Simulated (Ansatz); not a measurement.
This script for the Python package of Ansatz (0.2.0) starts 2 runs on Be₃Pd, space group I4/mmm. What input does the engine get in each?

The script, `paw_lapw_be3pd.py`:
```python
import ansatz as az
from ase import Atoms
import numpy as np


def count_gap(report):
    # lowest empty less highest filled band, counting bands; zero where they overlap
    return max(report.get("gap_by_band_count_ev") or 0.0, 0.0)

atoms = Atoms(
    ["Be", "Be", "Be", "Pd"],
    scaled_positions=[
        [0.75, 0.25, 0.5],
        [0.25, 0.75, 0.5],
        [0.5, 0.5, 0.0],
        [0.0, 0.0, 0.0],
    ],
    cell=[
        [-1.660308, 1.660308, 3.601723],
        [1.660308, -1.660308, 3.601723],
        [1.660308, 1.660308, -3.601723],
    ],
    pbc=True,
)
crystal = az.Crystal.from_ase(atoms)

setup = crystal.calculation()
setup = setup.scf(tolerance=1e-09)
setup = setup.occupations("Fermi-Dirac", width=0.1)
setup = setup.functional("PBEsol").kpoints(mesh=(10, 10, 10))
setup = setup.stress()
setup = setup.forces()
setup = setup.band_table()
variants = {
    "PAW": setup.pseudopotentials("paw"),
    "LAPW": setup.pseudopotentials("all_electron", lapw=True),
}
rows = []
for label, variant in variants.items():
    summary = variant.run(threads=1, backend="cpu").report
    levels = np.array(summary["eigenvalues_ev"][0]) - summary["fermi_energy_ev"]
    print(label, "levels at the first k-point near E_F:", np.round(levels[np.abs(levels) < 5], 3))
    rows.append((label, summary["n_electrons"], np.trace(summary["stress_gpa"]) / 3, float(np.abs(summary["forces_ev_ang"]).max()), count_gap(summary)))
for row in rows:
    print("; ".join(f"{name} = {round(v, 4) if isinstance(v, float) else v}" for name, v in zip(["treatment", "electrons in bands", "P GPa", "max force component eV/A", "gap by band count eV"], row)))
```

Run 1:
```yaml
crystal:
  lattice:
    - [-1.660308, 1.660308, 3.601723]
    - [1.660308, -1.660308, 3.601723]
    - [1.660308, 1.660308, -3.601723]
  atoms:
    - { symbol: Be, position: [0.7500000000000001, 0.24999999999999997, 0.5] }
    - { symbol: Be, position: [0.25, 0.75, 0.5] }
    - { symbol: Be, position: [0.5, 0.5, 0.0] }
    - { symbol: Pd, position: [0.0, 0.0, 0.0] }
kpoints:
  mp_grid:
    grid: [10, 10, 10]
hamiltonian:
  xc: pbesol
  pseudopotentials:
    kind: paw
scf:
  convergence:
    dr2_threshold: 1.0e-09
  occupations:
    method: fermi_dirac
    width: 0.1
output:
  forces: true
  stress: true
  eigenvalues: true
```

Run 2, against run 1:
```diff
-    kind: paw
+    kind: all_electron
+    lapw: {}
```

Output of `python paw_lapw_be3pd.py`:
```text
DeckWarning: basis.ecutwfc = 420 eV, auto-derived from the records' recommended cutoffs: set by Be (normal level)
DeckWarning: output.stress: scf.convergence.dr2_threshold = 1e-9 eV is looser than the 4e-10 eV advised for a printed stress (1e-10 eV for each atom of the cell: 4). What an SCF threshold leaves in a [...]
PAW levels at the first k-point near E_F: [-4.83  -4.422 -4.422 -3.475 -1.807  3.337  3.337  3.958  3.958]
LAPW levels at the first k-point near E_F: [-4.832 -4.423 -4.423 -3.475 -1.808  3.337  3.337  3.959  3.959]
treatment = PAW; electrons in bands = 24.0; P GPa = -3.6462; max force component eV/A = 0.0; gap by band count eV = 0.0
treatment = LAPW; electrons in bands = 40.0; P GPa = -3.6959; max force component eV/A = 0.0; gap by band count eV = 0.0
```
(Warnings from the package without file and line, shortened.)

PAW gives -3.646 GPa and LAPW -3.696 GPa, 0.050 GPa apart. They took 7.6 and 69.6 s of processor time.

Caveats:
- The computed bands are complete only to about 3.7 eV above the Fermi level.
- The mesh is modest for a metal, so energies can be off by several to tens of meV an atom and pressures by half a GPa or more; differences at equal mesh fare better.
- A gap by band count of zero or less means overlapping bands, a metal.
- The structure comes from a database of computed cells and needn't be a stable or known phase.
- Gaps and levels are Kohn-Sham values on a finite set of k-points, without spin-orbit coupling.
- Pressure is positive in compression; the treatments may keep other shells as core, so totals and counts of electrons can differ.
- It ran for 79 s on 1 thread of Arm Neoverse N1 (shared host), peak memory 0.69 GiB.
